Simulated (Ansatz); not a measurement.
Predict the output of the script below (Ansatz's Python interface).

Input file `baf3.vasp`:
```text
BaF3
1.0
  -2.12239210    2.12239210    3.41925293
   2.12239210   -2.12239210    3.41925293
   2.12239210    2.12239210   -3.41925293
Ba F
1 3
Direct
   0.00000000    0.00000000    0.00000000
   0.75000000    0.25000000    0.50000000
   0.25000000    0.75000000    0.50000000
   0.50000000    0.50000000    0.00000000
```

The script, `run_scf.py`:
```python
"""Single point of BaF3."""

from pathlib import Path
import sys

import ansatz as az
from ase.io import read
import numpy as np

atoms = read("baf3.vasp", format="vasp")
xtal = az.Crystal.from_ase(atoms)

# settings of the run
calc = xtal.calculation()
calc = calc.functional("PBEsol")
calc = calc.basis(320)
calc = calc.kpoints(5, 5, 5, center="gamma").occupations(az.OccupationsMethod.FERMI_DIRAC, width=0.15)
calc = calc.mixing("anderson", ndim=4, beta=0.4)
calc = calc.scf(tolerance=1e-06, extra_bands=6, lower_state_search="light")
calc = calc.density().potential()
calc = calc.electron_localization_function().output_files(volumetric_format="npy")
calc = calc.electric_field_gradient()
try:
    result = calc.run(threads=1, backend="cpu")
except az.NonConvergedError as error:
    sys.exit(f"no convergence: {error}")
except az.RefusalError as error:
    sys.exit(f"input refused: {error}")
data = result.report

energy = data["free_energy_ev"]
print("BaF3: {:.6f} eV = {:.6f} Ry = {:.6f} Ha".format(energy, energy / 13.605693, energy / 27.211386))
print("Fermi level {:.4f} eV, {} k-points, {} symmetry operations".format(data["fermi_energy_ev"], data["n_kpoints"], data["n_symmetry_ops"]))

rho = result.density()
total = sum(ch.density_e_per_ang3 for ch in rho.channels[:2]) if len(rho.channels) < 3 else rho.channels[0].density_e_per_ang3
print("grid", rho.dims, "electrons", round(float(total.mean() * rho.cell_volume_ang3), 4))
profile = total.mean(axis=(1, 2))
print("planar average along grid axis 0 (e/A^3):")
print(np.array2string(profile[:: max(len(profile) // 16, 1)], precision=4))

folder = Path(result.write_results("fields"))
for name in sorted(p.name for p in folder.glob("*.npy")):
    field = np.load(folder / name)
    print(f"{name:16s} {str(field.shape):16s} min {field.min():10.4f}  mean {field.mean():10.4f}  max {field.max():10.4f}")

for row in data["efg"]:
    print({k: round(v, 4) if isinstance(v, float) else v for k, v in row.items() if not isinstance(v, (list, dict))})

used = data["setup"]
print("cutoffs (eV):", used["ecut_ev"], used["ecutrho_ev"], " FFT grid:", used["fft_dense"])
print("cell volume {:.3f} A^3, {} symmetry operations".format(used["cell_volume_ang3"], used["n_sym_ops"]))

print("doubts on the final state:", data["published_state_doubts"] or "none")
print("warnings:", sorted({n["data"]["kind"] for n in result.notices if n["data"].get("severity") in ("warning", "doubt")}) or "none")
```

```console
$ python run_scf.py
DeckWarning: basis.ecutwfc = 320 eV is below the records' recommended 420 eV, and the density's cutoff is lower with it unless basis.ecutrho_ratio is high enough to keep the records' density cutoff: compare with a run at a higher cutoff
DeckWarning: Ba: output.efg is read without spin–orbit coupling, which moves field gradients at and beside such atoms by some per cent and up to a factor of two; PAW files take it under magnetization.noncollinear and magnetization.spin_orbit
BaF3: -8265.850132 eV = -607.528785 Ry = -303.764392 Ha
Fermi level 3.6771 eV, 18 k-points, 16 symmetry operations
grid (27, 27, 27) electrons 31.0
planar average along grid axis 0 (e/A^3):
[0.3452 0.3545 0.3836 0.4382 0.5203 0.6092 0.6634 0.6513 0.5755 0.4776
 0.4205 0.4413 0.5131 0.5715 0.5715 0.5131 0.4413 0.4205 0.4776 0.5755
 0.6513 0.6634 0.6092 0.5203 0.4382 0.3836 0.3545]
elf.npy          (27, 27, 27)     min     0.0000  mean     0.3188  max     0.8914
rho.npy          (27, 27, 27)     min     0.0300  mean     0.5032  max    13.0515
v_es.npy         (27, 27, 27)     min   -41.0949  mean     4.0501  max    12.2252
v_tot.npy        (27, 27, 27)     min   -67.6253  mean    -5.9890  max     6.7021
{'site': 1, 'element': 'Ba', 'v_zz_1e21_v_m2': -0.9523, 'eta': 0.0, 'by_run_symmetry': 'allowed', 'electrostatic_potential_v': -9622.8789}
{'site': 2, 'element': 'F', 'v_zz_1e21_v_m2': 0.4322, 'eta': 0.0, 'by_run_symmetry': 'allowed', 'electrostatic_potential_v': -737.9429}
{'site': 3, 'element': 'F', 'v_zz_1e21_v_m2': 0.4322, 'eta': 0.0, 'by_run_symmetry': 'allowed', 'electrostatic_potential_v': -737.9429}
{'site': 4, 'element': 'F', 'v_zz_1e21_v_m2': 4.1939, 'eta': 0.0, 'by_run_symmetry': 'allowed', 'electrostatic_potential_v': -737.6579}
cutoffs (eV): 320.0 1280.0  FFT grid: [27, 27, 27]
cell volume 61.609 A^3, 16 symmetry operations
doubts on the final state: none
warnings: none
```
(Warnings from the package without file and line.)

The settings weren't tested for convergence. The cutoff lies under the one recommended for these potentials. The cell holds an odd number of electrons and is run without spin, so a magnetic state may lie lower. For a metal this k-point mesh is coarse: on a finer one energies can move by several to tens of meV an atom and pressures by half a GPa or more, differences at one mesh by less. Only differences from the Fermi energy are physical; the zero of the scale is a convention. A Fermi-Dirac width this large means warm electrons, whose thermal share enters the free energy. Grid values close to the nuclei reflect the PAW or pseudopotential construction, not the all-electron fields. This cell is a computed structure, which may not be the phase found in nature.

(Lines on the test bed's own set-up are left out of the output.)
